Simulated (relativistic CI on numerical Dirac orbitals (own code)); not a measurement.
# As: how the levels respond to the fine-structure constant and the nuclear radius

Aim: the factor q = dE/dx of each excitation energy, x = (α/α0)² − 1, by finite differences, and the field-shift factor by the mean square nuclear radius, for the lowest 30 levels.

The numbers are computed with relativistic CI on numerical Dirac orbitals (own code) version 3 (Dirac-Coulomb-Breit CI, KLI orbitals optimised for each configuration, valence Slater integrals scaled by 0.85, P86 correlation energy added to each configuration, derivatives by finite differences), except any that are marked as measured or tabulated.

## 1. The system

- ion: As (As I)
- nuclear charge: 33
- electrons: 33
- isotope: A = 75
- first configuration: [Ar] 3d10 4s2 4p3

Outer shells as boxes (Hund's rule):

[Ar] 3d10 4s2 4p3
```
[Ar] core
3d [↑↓][↑↓][↑↓][↑↓][↑↓]
4s [↑↓]
4p [↑ ][↑ ][↑ ]
```

## 2. Levels and derivatives

The run's settings:

```ini
atom As  Z=33  charge=0  electrons=33
nucleus A=75  rms_radius_fm=4.0968
hamiltonian dirac-coulomb  breit=on  qed=off  c_scale=1
orbitals kli  potential=per-configuration
slater_scale 0.85
correlation p86
mixing on
configurations
  [Ar] 3d10 4s2 4p3
  [Ar] 3d10 4s2 4p2 5s
  [Ar] 3d10 4s2 4p2 4d
  [Ar] 3d10 4s 4p4
  [Ar] 3d10 4s2 4p2 5p
  [Ar] 3d10 4s2 4p2 5d
  [Ar] 3d10 4s2 4p2 4f
  [Ar] 3d10 4s2 4p 4d2
end
derivatives alpha2 +-0.01 radius +-1%
```

What does the calculation give? Wanted: lowest level; largest q in size, lowest 30 levels; largest K in size within the lowest configuration; largest field-shift factor among them.

As calculated:

| quantity | value |
| --- | --- |
| lowest level | 4p3 4S°3/2 |
| largest q in size, lowest 30 levels | -2334 cm⁻¹ (4p2 5s 4P1/2) |
| largest K in size within the lowest configuration | 0.10 (4p3 2P°3/2) |
| largest field-shift factor among them | 1.03 GHz/fm² (4p2 5s 2D3/2) |

In words: Among these levels the largest q belongs to 4p2 5s 4P1/2, a change of configuration. K = 2q/E, the relative sensitivity of a level, hangs on the computed energy: between configurations that lie close it can be off by a factor of several. In a near-neutral ion this small CI can misplace whole configurations by 10,000 cm⁻¹ or more.
